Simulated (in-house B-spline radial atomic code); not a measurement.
**Pt¹⁸⁺: ionisation energy by several methods**

How far do functionals differ on the ionisation energy of Pt¹⁸⁺? Each run solves Pt¹⁸⁺ and then the next ion ([Kr] 4d10 4f12 5s1).

Method: scalar-relativistic (X2C), several functionals, spin-polarised; spherical all-electron atom at the radial basis limit. Code: in-house B-spline radial atomic code version 1.

### Step 1. What is computed

```
element       : platinum (Z = 78)
charge        : +18
electrons     : 60
configuration : [Kr] 4d10 4f12 5s2
nucleus       : Fermi, rms radius 5.427 fm
```

Outer shells as boxes (Hund's rule):

[Kr] 4d10 4f12 5s2
```
[Kr] core
4d [↑↓][↑↓][↑↓][↑↓][↑↓]
4f [↑↓][↑↓][↑↓][↑↓][↑↓][↑ ][↑ ]
5s [↑↓]
```

Where spins are not typed, each open shell is filled with up spins first.

### Step 2. M06-L, a meta-GGA

Settings of the run:

```ini
Z = 78
electrons = 60.0
configuration = [Kr] 4d10 4f12 5s2
hamiltonian = x2c
method = m06l
spin_polarised = True
nucleus = fermi
rms_radius = 5.427
mass_number = 195
atomic_mass = 194.964794325
speed_of_light = 137.035999084
```

### Step 3. RPBE, a GGA

The settings differ from step 2 so:

```diff
@@ -4,3 +4,3 @@
 hamiltonian = x2c
-method = m06l
+method = rpbe,pbe
 spin_polarised = True
```

### Step 4. TPSS, a meta-GGA

The settings differ from step 3 so:

```diff
@@ -4,3 +4,3 @@
 hamiltonian = x2c
-method = rpbe,pbe
+method = tpss,tpss
 spin_polarised = True
```

The tabulated ionisation energy is 479 ± 24 eV (tabulated theoretical; NIST Atomic Spectra Database). What does each method give, and which comes nearest?

As calculated:

| method | rung | total energy (hartree) | ΔSCF (eV) | −ε highest (eV) | ΔSCF less tabulated (eV) |
| --- | --- | --- | --- | --- | --- |
| RPBE | GGA | -18296.4560 | 477.99 | 465.24 (5s down) | -1.01 |
| M06-L | meta-GGA | -18295.3289 | 475.56 | 464.32 (5s down) | -3.44 |
| TPSS | meta-GGA | -18295.1148 | 477.49 | 465.07 (5s down) | -1.51 |

Tables give 479 ± 24 eV (tabulated theoretical; NIST Atomic Spectra Database) for the ionisation energy. RPBE misses by -1.01 eV, the least, and M06-L by -3.44 eV (0.72 %), the most. The table's own uncertainty is as large as these misses, so the order means little. Relativistic terms that these runs lack can be as large as the gaps between close methods, so the nearest may be so by luck. Spin-orbit coupling is left out. Open shells are averaged (over orientations, and over spins where the run is restricted), while tables refer to the lowest levels.

Members of this set that are not shown: 4 used exact exchange with fractional occupations of an open shell, which is unsound here.
